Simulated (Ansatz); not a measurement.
# C2H8Si2: a ladder of functionals and wavefunction methods

Aim: compute C2H8Si2 with functionals from several rungs and with coupled cluster. The yardstick is the atomisation energy at the CCSD(T) limit.

Program: Ansatz 0.2.0, Gaussian basis. Level of theory: functionals in def2-TZVPP, the program's frozen cores in correlated methods. These are calculated values, not measurements.

Levels to be run: LDA (SPW92), PBE-D4, revPBE-D4, BLYP-D4, r2SCAN-D4, B97M-V, PBE0-D4, B3LYP-D4, r2SCANh-D4, r2SCAN0-D4, HSE06-D4, BHLYP-D4, CAM-B3LYP-D4, LC-ωPBE, ωB97X-V, ωB97M-V, B2PLYP, PBE-QIDH; CCSD(T)/def2-SVP; CCSD(T)/def2-TZVPP; CCSD(T)/def2-QZVPP; extrapolation to the limit; RPA on PBE.

## 1. The geometry

The geometry comes from an earlier relaxation with PBE0-D4 in a triple-zeta def2 set; it is a stationary point, not always the lowest conformer.

SMILES `[SiH3]/C=C/[SiH3]`, 12 atoms, charge 0, spin multiplicity 1.

Atoms are counted from 1 here; the program's logs count them from 0.

Bond lengths: Si1–C2 1.864 Å, Si1–H5 1.488 Å, Si1–H6 1.486 Å, Si1–H7 1.488 Å, C2–C3 1.337 Å, C2–H8 1.091 Å, C3–Si4 1.864 Å, C3–H9 1.091 Å, Si4–H10 1.488 Å, Si4–H11 1.486 Å, Si4–H12 1.488 Å. Angles: C2–Si1–H5 110.6°, C2–Si1–H6 108.8°, C2–Si1–H7 110.6°, H5–Si1–H6 109.5°, H5–Si1–H7 107.7°, H6–Si1–H7 109.5°, Si1–C2–C3 123.6°, Si1–C2–H8 118.1°, C3–C2–H8 118.3°, C2–C3–Si4 123.6°, C2–C3–H9 118.3°, Si4–C3–H9 118.1°, C3–Si4–H10 110.6°, C3–Si4–H11 108.8°, C3–Si4–H12 110.6°, H10–Si4–H11 109.5°, H10–Si4–H12 107.7°, H11–Si4–H12 109.5°.

## 2. LDA

This LDA is Slater exchange with PW92 correlation.

in.yaml

```yaml
crystal:
  periodic: [false, false, false]
  atoms:
    - {symbol: Si, position_ang: [-0.561041, 2.219271, 0.189559]}
    - {symbol: C, position_ang: [-0.544244, 0.356621, 0.118806]}
    - {symbol: C, position_ang: [0.557312, -0.365858, -0.111852]}
    - {symbol: Si, position_ang: [0.573829, -2.228454, -0.184043]}
    - {symbol: H, position_ang: [-1.044542, 2.689420, 1.516166]}
    - {symbol: H, position_ang: [0.818698, 2.721090, -0.042938]}
    - {symbol: H, position_ang: [-1.473532, 2.774936, -0.846471]}
    - {symbol: H, position_ang: [-1.486061, -0.172351, 0.273894]}
    - {symbol: H, position_ang: [1.499163, 0.163067, -0.266926]}
    - {symbol: H, position_ang: [1.491598, -2.785173, 0.846724]}
    - {symbol: H, position_ang: [-0.804746, -2.730528, 0.054778]}
    - {symbol: H, position_ang: [1.050566, -2.697241, -1.513598]}
basis:
  gaussian: {orbitals: def2-TZVPP}
hamiltonian: {xc: lda}
output: {orbitals: {seedname: orbitals}}
```

Started as:

```
$ ansatz run in.yaml --threads 2 --pin off --events-out ev --progress --plain --max-ram 32768MiB --backend cpu
```

Further steps of the session: PBE-D4 (GGA); revPBE-D4 (GGA); BLYP-D4 (GGA); r2SCAN-D4 (meta-GGA); B97M-V (meta-GGA); B3LYP-D4 (hybrid); r2SCANh-D4 (hybrid); r2SCAN0-D4 (hybrid); HSE06-D4 (hybrid); BHLYP-D4 (hybrid); CAM-B3LYP-D4 (range-separated); LC-ωPBE (range-separated); ωB97X-V (range-separated); ωB97M-V (range-separated); B2PLYP (double hybrid); PBE-QIDH (double hybrid); CCSD(T) in def2-SVP; CCSD(T) in def2-TZVPP; CCSD(T) in def2-QZVPP; RPA on PBE orbitals.

Before running them: what should the planned runs give, taken together? Wanted: atomisation energy, CCSD(T)/CBS; farthest beyond LDA; mean size of error, GGA; mean size of error, meta-GGA; mean size of error, hybrid; mean size of error, range-separated; mean size of error, double hybrid; gap, smallest and largest; T1 diagnostic.

As calculated:

| quantity | value |
| --- | --- |
| atomisation energy, CCSD(T)/CBS | 4116.8 kJ/mol |
| functionals within 20.6 kJ/mol (0.5 %) | PBE-D4, r2SCAN-D4, B97M-V, B3LYP-D4, r2SCANh-D4, HSE06-D4, CAM-B3LYP-D4, ωB97X-V, ωB97M-V |
| farthest beyond LDA | revPBE-D4 (-59.3 kJ/mol) |
| mean size of error, GGA | 31.0 kJ/mol |
| mean size of error, meta-GGA | 7.7 kJ/mol |
| mean size of error, hybrid | 26.2 kJ/mol |
| mean size of error, range-separated | 20.9 kJ/mol |
| mean size of error, double hybrid | 41.9 kJ/mol |
| gap, smallest and largest | 4.92 eV (LDA (SPW92)), 12.03 eV (LC-ωPBE) |
| T1 diagnostic | 0.0120 |
| triples share of the correlation energy | 3.9 % |

**Reading.** The LDA atomisation energy is off by 454.0 kJ/mol (11 %): it overbinds. PBE-D4 misses by +4.1 kJ/mol. Double hybrids carry the basis error of their MP2 part in triple zeta, and no dispersion term here, so their miss is partly the set-up's. By mean error the best rung here is meta-GGA (7.7 kJ/mol) and the worst beyond LDA is double hybrid (41.9 kJ/mol). The reference freezes the cores and leaves out relativity and excitations past (T), so misses under about 20.6 kJ/mol can't be ranked. Hartree-Fock recovers 76 % of the binding; the rest is correlation. CCSD(T) in def2-SVP is off by -215.5 kJ/mol, so the small basis spoils what the method gains. Orbital gaps span 4.9 to 12.0 eV; exact exchange widens them.
